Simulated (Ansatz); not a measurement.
Runs of Ansatz 0.2.0 on InSb3. Symmetry: Pm-3m, No. 221, cubic system. Conventional cell: a = 4.806 Å, b = 4.806 Å, c = 4.806 Å, α = 90.00°, β = 90.00°, γ = 90.00°. Around Sb (site symmetry 4/mmm) lie 8 Sb at 3.40 Å and 4 In at 3.40 Å. In (site symmetry m-3m) is surrounded by 12 Sb at 3.40 Å. The cell comes from a database or a generator and needn't be the stable form of this composition.

| task | level | cell | k mesh | cutoff (eV) | points for each segment of the path | gap on the mesh (eV) | pressure (GPa) | V0 of scaled cells (Å³/atom) | relaxed volume (Å³/atom) | B0 (GPa) |
| --- | --- | --- | --- | --- | --- | --- | --- | --- | --- | --- |
| relaxation of cell and atoms | PBEsol+D4 | relaxed | 6 × 6 × 6 | 420 | - | none | 0.0 | - | (b) | - |
| equation of state | PBE | as given | 6 × 6 × 6 | 420 | - | - | - | 27.86 | - | 51 |
| band structure | HSE06 | as given | 4 × 4 × 4 | 420 | 4 | none | - | - | - | - |
| equation of state | r2SCAN | as given | 6 × 6 × 6 | 500 | - | - | - | (a) | - | 54 |
| relaxation of cell and atoms | PBEsol+D3(BJ)+ATM | relaxed | 6 × 6 × 6 | 420 | - | none | 0.0 | - | (c) | - |
| single point | PBE0 | as given | 4 × 4 × 4 | 420 | - | none | - | - | - | - |
| band structure | LDA | as given | 6 × 6 × 6 | 420 | 14 | none | -3.8 | - | - | - |
| relaxation of cell and atoms | PBE0 | relaxed | 4 × 4 × 4 | 420 | - | none | - | - | 27.23 | - |
| relaxation of cell and atoms | PBEsol | relaxed | 6 × 6 × 6 | 420 | - | none | 0.0 | - | 26.39 | - |
| equation of state | PBEsol | as given | 6 × 6 × 6 | 420 | - | - | - | 26.39 | - | 60 |
| band structure | r2SCAN | as given | 6 × 6 × 6 | 500 | 14 | none | -0.6 | - | - | - |
| relaxation of cell and atoms | HSE06 | relaxed | 4 × 4 × 4 | 420 | - | none | - | - | (d) | - |

Alike in all rows: potentials or basis Ansatz PAW; no spin polarisation; smearing fermi-dirac 0.05 eV.

Task: Estimate the missing entries.

Result: (a) 27.46; (b) 25.63; (c) 25.26; (d) 27.22.

Caveats: the PAW data sets come from PBE, with cores solved anew for the run's functional, which leaves a small shift of forces and pressure (some runs); the plane-wave basis is chosen anew once the cell has moved, so the energies of steps on either side of that aren't comparable (some runs); pairwise dispersion overbinds metals, which lowers pressure and volume (some runs).

A k mesh can miss the band edges, and the runs leave out spin-orbit coupling on In, Sb.

A gap of «none» marks a metal or a gap under the smearing width.

Not every run made on this cell is shown here.
